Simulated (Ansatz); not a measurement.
# C2H7NSeSi: the cost of one run

All numbers below are computed with Ansatz 0.2.0 (RKS PBE-D4/def2-SVP).

1 further run of the same task is left out (it didn't finish).

## 1. The structure to begin with

Bond lengths: C1–Se2 1.902 Å, Se2–C3 1.923 Å, C3–N4 1.300 Å, N4–Si5 1.789 Å, C1–H6 1.150 Å, C1–H7 1.143 Å, C1–H8 1.050 Å, C3–H9 1.045 Å, Si5–H10 1.446 Å, Si5–H11 1.445 Å, Si5–H12 1.468 Å. Angles (14 of 17 angles, heavy atoms first): C1–Se2–C3 90.0°, Se2–C3–N4 119.0°, C3–N4–Si5 121.1°, Se2–C1–H6 109.9°, Se2–C1–H7 108.9°, Se2–C1–H8 112.5°, Se2–C3–H9 117.6°, N4–C3–H9 122.7°, N4–Si5–H10 110.3°, N4–Si5–H11 106.2°, N4–Si5–H12 107.9°, H6–C1–H7 103.9°, H6–C1–H8 111.3°, H7–C1–H8 110.0°.

Coordinates:

```xyz
12

C    -1.5577    1.1818    1.5129
Se    0.3017    1.5687    1.6206
C     0.6007    0.5840   -0.0042
N     0.9572   -0.6643    0.0714
Si    1.1912   -1.6499   -1.4033
H    -2.1197    1.7270    2.3555
H    -1.9776    1.6461    0.5570
H    -1.7554    0.1505    1.5280
H     0.6053    1.1198   -0.9018
H     0.0171   -1.5807   -2.2453
H     2.3522   -1.1067   -2.0711
H     1.4620   -3.0315   -0.9858
```

## 2. Relaxing end A

input.yaml

```yaml
crystal:
  periodic: [false, false, false]
  atoms:
    - { symbol: C, position_ang: [-1.5577, 1.1818, 1.5129] }
    - { symbol: Se, position_ang: [0.3017, 1.5687, 1.6206] }
    - { symbol: C, position_ang: [0.6007, 0.584, -0.0042] }
    - { symbol: "N", position_ang: [0.9572, -0.6643, 0.0714] }
    - { symbol: Si, position_ang: [1.1912, -1.6499, -1.4033] }
    - { symbol: H, position_ang: [-2.1197, 1.727, 2.3555] }
    - { symbol: H, position_ang: [-1.9776, 1.6461, 0.557] }
    - { symbol: H, position_ang: [-1.7554, 0.1505, 1.528] }
    - { symbol: H, position_ang: [0.6053, 1.1198, -0.9018] }
    - { symbol: H, position_ang: [0.0171, -1.5807, -2.2453] }
    - { symbol: H, position_ang: [2.3522, -1.1067, -2.0711] }
    - { symbol: H, position_ang: [1.462, -3.0315, -0.9858] }
basis:
  gaussian: { orbitals: def2-SVP }
hamiltonian:
  xc: pbe
  dispersion: d4
relax:
  f_tol: 0.015
  max_steps: 40
```

Run with:

```sh
$ ansatz run input.yaml --threads 2 --pin off --max-ram 3072MiB --backend cpu --events-out ev --progress --plain --runs-dir out
```

**Question.** How long does this run take on 2 threads of Arm Neoverse V2, shared host, and how much memory does it need?

About 44 s, with a peak of 0.18 GiB.
